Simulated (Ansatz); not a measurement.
# H3C2: the cost of one run

Method: DFT PBE+D3(BJ), scalar-relativistic, plane waves, PAW, in Ansatz 0.2.0.

### 1 Starting point

Symmetry: C2/m, No. 12, monoclinic system. Conventional cell: a = 6.890 Å, b = 6.428 Å, c = 4.245 Å, α = 90.00°, β = 97.60°, γ = 90.00°. Around H (site symmetry m) lie 1 C at 1.10 Å. H (site symmetry 1) is surrounded by 1 C at 1.10 Å. C (site symmetry m) is surrounded by 1 C at 1.22 Å. Around C (site symmetry m) lie 3 H at 1.10 Å.

Coordinates:

```cif
data_structure
_symmetry_space_group_name_H-M 'C2/m'
_symmetry_Int_Tables_number 12
_cell_length_a 6.8896
_cell_length_b 6.4285
_cell_length_c 4.2455
_cell_angle_alpha 90.000
_cell_angle_beta 97.597
_cell_angle_gamma 90.000
_cell_volume 186.38
loop_
_atom_site_label
_atom_site_type_symbol
_atom_site_symmetry_multiplicity
_atom_site_Wyckoff_symbol
_atom_site_fract_x
_atom_site_fract_y
_atom_site_fract_z
_atom_site_occupancy
H1 H 4 i 0.75535 0.50000 0.52693 1
H2 H 8 j 0.85611 0.63829 0.22402 1
C1 C 4 i 0.57968 0.50000 0.08073 1
C2 C 4 i 0.77088 0.50000 0.27270 1
```

This cell was relaxed beforehand with the same method: volume 9.32 Å³/atom, gap on the mesh 4.66 eV.

### 2 Tight relaxation for the response runs

Response functions are second derivatives at a minimum, so forces and stress are first brought close to zero on the mesh and occupations that the response runs use.

Input file input.yaml:

```yaml
crystal:
  lattice:
    - [3.4438359203, -3.2142402337, 0.0820478302]
    - [3.4438359203, 3.2142402337, 0.0820478302]
    - [-0.6613811306, 0.0, 4.1936656544]
  atoms:
    - { symbol: H, position: [0.255347648, 0.255347648, 0.5269275088] }
    - { symbol: H, position: [0.744652352, 0.744652352, 0.4730724912] }
    - { symbol: H, position: [0.2178170647, 0.4943989146, 0.2240221583] }
    - { symbol: H, position: [0.5056010854, 0.7821829353, 0.7759778417] }
    - { symbol: H, position: [0.7821829353, 0.5056010854, 0.7759778417] }
    - { symbol: H, position: [0.4943989146, 0.2178170647, 0.2240221583] }
    - { symbol: C, position: [0.0796811707, 0.0796811707, 0.0807278383] }
    - { symbol: C, position: [0.9203188293, 0.9203188293, 0.9192721617] }
    - { symbol: C, position: [0.2708795016, 0.2708795016, 0.2726963602] }
    - { symbol: C, position: [0.7291204984, 0.7291204984, 0.7273036398] }
basis:
  ecutwfc: 420
kpoints:
  mp_grid: { grid: [6, 6, 6] }
hamiltonian:
  xc: pbe
  dispersion: d3bj
scf:
  occupations: { method: fixed }
output:
  forces: true
  stress: true
  eigenvalues: true
relax:
  adjacent_minimum: "off"
  f_tol: 0.001
  max_steps: 60
  cell: { stress_tol: 0.01 }
```

Run with:

```console
ansatz run input.yaml --threads 4 --pin off --max-ram 10240MiB --backend cpu --events-out ev --progress --plain --runs-dir out
```

What time and memory should one allow on 4 threads of Arm Neoverse V2, shared host?

About 76 s, with a peak of 0.44 GiB.
